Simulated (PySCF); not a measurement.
# C7H4BrN: the cost of one run

Programs: PySCF 2.14.0, with routines of our own; each step states its level. All values are computed. Atoms count from 0.

### Step 1. The starting structure

13 atoms, charge 0, multiplicity 1; geometry from: GFN2-xTB.

### Step 2. Magnetic properties: GIAO B97-2/pcSseg-1

Job settings and geometry (Å):

```
{"job": {"kind": "mag", "xc": "B97-2", "basis": "pcSseg-1", "isotopologues": 0}, "charge": 0, "multiplicity": 1}
C      2.056650    -0.232414     1.030385
C      0.908049    -0.376538     0.389715
C      0.178537    -1.473475    -0.254600
C     -0.860346    -0.661231    -0.610935
C     -2.065618    -0.841577    -1.290789
N     -3.057015    -0.988671    -1.850734
C     -0.221757     0.524010     0.005902
C     -0.498710     1.807391     0.162060
Br    -2.082642     2.618616    -0.482866
H      2.718544    -1.067730     1.182414
H      2.369679     0.720035     1.421041
H      0.386847    -2.516898    -0.391316
H      0.163393     2.488969     0.671996
```

With the program's defaults for keys left out, this is: GIAO B97-2/pcSseg-1 magnetisability, rotational g tensor and spin-rotation constants, non-relativistic, gas phase.

The run is started by

```bash
OMP_NUM_THREADS=1 python excited_run.py task.json out
```

This one command runs all jobs of the session in turn.

**Question.** How long does this first job take on 1 thread of Arm Neoverse V2, shared host, and how much memory does it need?

About 35 s, with a peak of 1 GiB.
